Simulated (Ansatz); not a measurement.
# Si2Ni: the cost of one run

Computed with Ansatz 0.2.0 (DFT PBE, scalar-relativistic, plane waves, PAW, unless a step's input says otherwise).

The COD entry's cell or inner coordinates are ideal or old and differ from later refinements, so a difference from it is no clean test against experiment.

5 further runs of the same task are left out: 5 set aside as unsound or not needed. Runs told in other sessions of the task aren't counted.

## (1) The starting structure

Symmetry: Fm-3m, No. 225, cubic system. The conventional cell has a = 5.447 Å, b = 5.447 Å, c = 5.447 Å, α = 90.00°, β = 90.00°, γ = 90.00°. Si (site symmetry -43m) is surrounded by 4 Ni at 2.36 Å. Ni (site symmetry m-3m) is surrounded by 8 Si at 2.36 Å.

As a file:

```xyz
6
Lattice="0.0000 -2.7234 -2.7234 -2.7234 0.0000 -2.7234 2.7234 2.7234 -5.4468" Properties=species:S:1:pos:R:3 pbc="T T T"
Si    1.3617    1.3617   -4.0851
Si   -1.3617   -1.3617   -4.0851
Si    1.3617    1.3617   -6.8085
Si   -1.3617   -1.3617   -6.8085
Ni    0.0000    0.0000   -5.4468
Ni    0.0000   -2.7234   -2.7234
```

It is built from the cell relaxed beforehand with the same method (13.47 Å³/atom).

## (2) Zero of the scan

Input file input.yaml:

```yaml
crystal:
  lattice:
    - [0.0, -2.7234129054, -2.7234129054]
    - [-2.7234129054, 0.0, -2.7234129054]
    - [2.7234129054, 2.7234129054, -5.4468258107]
  atoms:
    - { symbol: Si, position: [0.125, 0.125, 0.625] }
    - { symbol: Si, position: [0.625, 0.625, 0.125] }
    - { symbol: Si, position: [0.375, 0.375, 0.875] }
    - { symbol: Si, position: [0.875, 0.875, 0.375] }
    - { symbol: Ni, position: [0.5, 0.5, 0.5] }
    - { symbol: Ni, position: [1.0, 0.0, 0.0] }
basis:
  ecutwfc: 420
kpoints:
  mp_grid: { grid: [12, 12, 14] }
hamiltonian:
  xc: pbe
scf:
  occupations: { method: gaussian, width: 0.15 }
output:
  forces: true
  stress: true
  eigenvalues: true
  write_density: true
  write_potential: true
  elf: true
  volumetric_format: npy
```

Launch:

```
> ansatz run input.yaml --threads 2 --pin off --max-ram 5120MiB --backend cpu --events-out ev --progress --plain --runs-dir out
```

**Question.** How long does this run take on 2 threads of Intel Xeon at 2.70GHz, shared host, and how much memory does it need?

About 47 s, with a peak of 1.1 GiB.
